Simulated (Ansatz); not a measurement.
# GaHF (doublet): wave-function methods side by side at a displaced geometry (v1), cc-pVDZ

The task here is to estimate one member of a computed series from the others.

The runs use Ansatz 0.2.0, Gaussian basis; cc-pVDZ, core rule «outside noble gas», up to 15 orbitals frozen.

The runs, in order: UHF; CCSD(T) on ROHF; CCSD(T) on UHF; BCCD(T) on ROHF; CISD as a restricted active space (open shells left free, so some higher excitations enter); CCSDT(Q) on ROHF; CCSDT(Q) on UHF.

34 further runs of the same task are left out: 15 for a known fault of the program, 8 that didn't finish, 11 set aside as unsound or not needed. Runs told in other sessions of the task aren't counted.

## What is computed

The geometry is a PBE0/def2-TZVP stationary point (not a proven minimum) with its atoms shifted at random (size 0.040 Å). No spin-orbit coupling is included. The filled d shell of Ga may be among the frozen orbitals whatever the setting's name suggests.

3 atoms, charge 0, spin multiplicity 2.

Atoms are counted from 1 here; the program's logs count them from 0.

Bond lengths: F1–Ga2 1.780 Å, Ga2–H3 1.683 Å. Angles: F1–Ga2–H3 114.0°.

Set-up of the first run:

The input, in.yaml:

```yaml
crystal:
  periodic: [false, false, false]
  atoms:
    - {symbol: F, position_ang: [0.000118, 0.096926, 1.407290]}
    - {symbol: Ga, position_ang: [-0.000715, -0.047077, -0.366508]}
    - {symbol: H, position_ang: [0.047249, 1.429548, -1.172922]}
basis:
  gaussian: {orbitals: cc-pVDZ}
magnetization: {spin_polarized: true, initial_magnetization: 1}
hamiltonian: {xc: hf}
output: {orbitals: {seedname: orbitals}}
```

On the command line:

```
$ ansatz run in.yaml --threads 1 --pin off --events-out ev --progress --plain --max-ram 2393MiB
```

Among the steps run: UHF; CCSD(T) on ROHF; CCSD(T) on UHF; BCCD(T) on ROHF; CISD as a restricted active space (open shells left free, so some higher excitations enter); CCSDT(Q) on ROHF; CCSDT(Q) on UHF.

One of the session's tables, all rows but one given; the rest of the session is left out.

It belongs to the step «Misses and costs». 

```
   method  from UCCSDT(Q) (kJ/mol)
     ROHF                   +684.2
      UHF                   +675.8
     RMP2                    +48.2
     UMP2                    +45.9
    RCCSD                    +15.8
    UCCSD                    +14.9
 RCCSD(T)                        ?
 UCCSD(T)                     +3.0
  BCCD(T)                     +3.1
   RCCSDT                     +2.2
   UCCSDT                     +1.6
RCCSDT(Q)                     +0.9
UCCSDT(Q)                        0
```

Estimate the missing values for RCCSD(T).

As computed: from UCCSDT(Q) (kJ/mol): +3.7. In the column «from UCCSDT(Q) (kJ/mol)» it lies between BCCD(T) (+3.1) and UCCSD (+14.9).

Not comparable, so not listed: CISD as a restricted active space (open shells left free, so some higher excitations enter) (they don't share determinant, frozen orbitals or solution with the rows shown, or repeat one).

To keep in mind: Restricted and unrestricted rows rest on different reference determinants; a gap between their highest levels can come from leftover correlation error, from unlike frozen cores or from another state.
